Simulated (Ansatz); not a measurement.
**HfCH2+ (sextet): from Hartree-Fock to the top rungs, def2-TZVPP**

One table from this session's results is given with a row withheld; the runs are named, their logs left out.

Program: Ansatz 0.2.0, Gaussian basis. Level of theory: def2-TZVPP, core rule «outside noble gas», up to 5 orbitals frozen. These are calculated values, not measurements.

Plan: UHF; CCSD(T) on ROHF; CCSD(T) on UHF; CCSDT(Q) on ROHF; CCSDT(Q) on UHF.

10 further runs of the same task are left out: 5 for a known fault of the program, 5 set aside as unsound or not needed.

## The geometry

The geometry is a PBE0/def2-TZVP stationary point (not a proven minimum) of the parent state, kept for this charge and spin. No spin-orbit coupling is included. Elements past krypton take def2 core potentials.

4 atoms, charge 1, spin multiplicity 6.

Atoms are counted from 1 here; the program's logs count them from 0.

Bond lengths: Hf1–C2 2.190 Å, C2–H3 1.096 Å, C2–H4 1.096 Å. Angles: Hf1–C2–H3 125.0°, Hf1–C2–H4 125.0°, H3–C2–H4 109.9°.

The first run:

Contents of in.yaml:

```yaml
crystal:
  periodic: [false, false, false]
  atoms:
    - {symbol: Hf, position_ang: [0.000133, 0.000000, 0.166127]}
    - {symbol: C, position_ang: [-0.003318, 0.000000, -2.023573]}
    - {symbol: H, position_ang: [0.007967, -0.897604, -2.652673]}
    - {symbol: H, position_ang: [0.007967, 0.897604, -2.652673]}
basis:
  gaussian: {orbitals: def2-TZVPP}
total_charge: 1
magnetization: {spin_polarized: true, initial_magnetization: 5}
hamiltonian: {xc: hf}
output: {orbitals: {seedname: orbitals}}
```

On the command line:

```
$ ansatz run in.yaml --threads 1 --pin off --events-out ev --progress --plain --max-ram 4096MiB --backend cpu
```

Among the steps run: UHF; CCSD(T) on ROHF; CCSD(T) on UHF; CCSDT(Q) on ROHF; CCSDT(Q) on UHF.

One table of the session follows, with a row left open; its other results are not shown here.

```
   method  from RCCSDT(Q) (meV)
     ROHF               +4795.5
      UHF               +4577.6
     RMP2                +833.3
     UMP2                +722.7
    RCCSD                +161.4
    UCCSD                     ?
 RCCSD(T)                 +30.2
 UCCSD(T)                 -78.6
   RCCSDT                  +4.0
   UCCSDT                -102.5
RCCSDT(Q)                     0
UCCSDT(Q)                -106.3
```

**Question.** Estimate the row for UCCSD.

The run gave: from RCCSDT(Q) (meV): +49.6. In the column «from RCCSDT(Q) (meV)» it lies between RCCSD(T) (+30.2) and RCCSD (+161.4).

To keep in mind: Restricted and unrestricted rows rest on different reference determinants; where their highest levels disagree by more than a few hundredths of an eV, they describe different states and don't form one ladder.
